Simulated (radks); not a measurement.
# The Coulomb parameter U of the 3d shell of Fe²⁺

One table from this session's results is given with a row withheld; the runs are named, their logs left out.

Method: Dirac Kohn-Sham, PBE, spin-unpolarised, spherical densities, finite nucleus; open shells are shared between the two j in proportion to 2j + 1. Code: radks (a radial shooting solver on a logarithmic mesh, Libxc functionals) version 1.

## Starting point

```
element            : iron (Z = 26)
charge             : +2
electrons          : 24
configuration      : [Ar] 3d4.5 4p1.5
nuclear rms radius : 3.7377 fm
```

Set-up of the first run:

The run's settings:

```text
Z 26
configuration [Ar] 3d4.5 4p1.5
relativity Dirac
functional pbe,pbe
spin unpolarised
j_filling average
nucleus finite rms 3.7377 fm
c 137.035999084
```

Steps of the session up to this table: Start: [Ar] 3d4.5 4p1.5.

One table of the session follows, with a row left open; its other results are not shown here.

It belongs to the step «Start: [Ar] 3d4.5 4p1.5». From the orbitals of this run (lengths in bohr):

| level | <r> | outermost maximum (interpolated) | 90 % within | nodes |
| --- | --- | --- | --- | --- |
| 2p3/2 | 0.2365 | 0.181 | 0.387 | 0 |
| 3s1/2 | ? | ? | ? | ? |
| 3p1/2 | 0.8337 | 0.704 | 1.28 | 1 |
| 3p3/2 | 0.8423 | 0.711 | 1.29 | 1 |
| 3d3/2 | 0.9702 | 0.687 | 1.63 | 0 |
| 3d5/2 | 0.9736 | 0.689 | 1.63 | 0 |
| 4p1/2 | 2.710 | 2.37 | 4.00 | 2 |
| 4p3/2 | 2.730 | 2.39 | 4.02 | 2 |

**Question.** Estimate the row for 3s1/2.

**Answer.** <r>: 0.8007; outermost maximum (interpolated): 0.698; 90 % within: 1.20; nodes: 2. In the column «<r>» it lies between 2p3/2 (0.2365) and 3p1/2 (0.8337).
